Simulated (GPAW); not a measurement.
Here is a GPAW 26.7.0 calculation.

The input run.py:

```python
from ase import Atoms
from ase.dft.bandgap import bandgap
from ase.io import write
from ase.units import GPa
from gpaw import GPAW, PW

atoms = Atoms(['Te', 'Te', 'As', 'As', 'As', 'As'],
              cell=[[-3.556454, 3.556454, 2.940516],
                    [3.556454, -3.556454, 2.940516],
                    [3.556454, 3.556454, -2.940516]],
              scaled_positions=[[0.0, 0.0, 0.0],
                                [0.75, 0.25, 0.5],
                                [0.875, 0.625, 0.25],
                                [0.375, 0.625, 0.75],
                                [0.375, 0.125, 0.75],
                                [0.375, 0.625, 0.25]],
              pbc=True)

calc = GPAW(mode=PW(450),
            xc='LDA',
            kpts={'size': (5, 5, 5), 'gamma': True},
            occupations={'name': 'fermi-dirac', 'width': 0.05},
            nbands=30,
            maxiter=120,
            txt='gpaw.txt')
atoms.calc = calc
energy = atoms.get_potential_energy()
forces = atoms.get_forces()
stress = atoms.get_stress()
calc.write('gs.gpw')
write('result.traj', atoms)
print(f'Energy: {energy:.6f} eV')
print('Forces (eV/A):')
print(forces.round(4))
print('Stress (GPa):', (stress / GPa).round(3))
print('Fermi level:', round(calc.get_fermi_level(), 4), 'eV')
print(f'Gap: {bandgap(calc)[0]:.4f} eV, direct: {bandgap(calc, direct=True)[0]:.4f} eV')
```

Potentials or basis: the program's PAW data sets (release 1.2.1) made for this functional, pw.

Run with:

```sh
$ OMP_NUM_THREADS=1 python run.py
```

Problem. Estimate the band gap on the k mesh.

Solution. None (metal or under the smearing width).

Problem. Estimate the pressure.

Solution. -5.0 GPa.

Stress tensor (GPa, compression positive):
```
-4.53  0.00  0.00
 0.00 -4.53  0.00
 0.00  0.00 -5.86
```

Caveat: the cutoff is short for stress and forces, so pressures can be off by a GPa or more. Spin-orbit coupling is left out, which matters for the levels of Te.
